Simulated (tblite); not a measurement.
# C6H8F4O: the cost of one run

The runs use tblite 0.8.0 and PySCF 2.14.0, with density-fitted response routines of our own; the level of theory stands in each step. All values are computed, except where a source is named. Atoms are numbered from 0 throughout.

## 1. Starting geometry

19 atoms, charge 0, multiplicity 1; geometry from: force field or distance geometry start.

Bonds of the start (Å): C0–C1 1.49, C1–C2 1.51, C1–C3 1.49, C3–F4 1.38, C3–C5 1.48, C5–F6 1.40, C5–F7 1.40, C5–C8 1.48, C8–O9 1.24, C8–F10 1.36, C0–H11 1.10, C0–H12 1.09, C0–H13 1.13, C1–H14 1.12, C2–H15 1.11, C2–H16 1.09, C2–H17 1.11, C3–H18 1.14.

## 2. Geometry optimisation with GFN2-xTB

What the job is given:

```
{"job": {"kind": "relax", "xc": "GFN2-xTB", "basis": "xTB"}, "charge": 0, "multiplicity": 1}
C     -0.835000     1.300600    -0.071500
C     -0.776500    -0.050200     0.543900
C     -2.029700    -0.813900     0.175900
C      0.376900    -0.893000     0.106200
F      0.358400    -1.138500    -1.249300
C      1.731800    -0.441500     0.491700
F      2.616500    -1.391700    -0.034100
F      1.949700    -0.474000     1.869200
C      2.156000     0.869600    -0.040900
O      2.426600     1.741000     0.801100
F      2.234200     1.163100    -1.367800
H     -0.281400     2.084900     0.471100
H     -0.454400     1.230400    -1.093800
H     -1.922200     1.568500    -0.191900
H     -0.828900     0.077500     1.656100
H     -2.844000    -0.072100     0.030400
H     -1.829600    -1.386800    -0.735500
H     -2.282600    -1.467600     1.036600
H      0.224600    -1.897000     0.625600
```

Run with:

```console
> OMP_NUM_THREADS=1 python probes_run.py task.json out
```

The driver reads the jobs from task.json and runs them one after another.

**Question.** How long does this first job take on 1 thread of Arm Neoverse V1, shared host?

About 1.3 s.
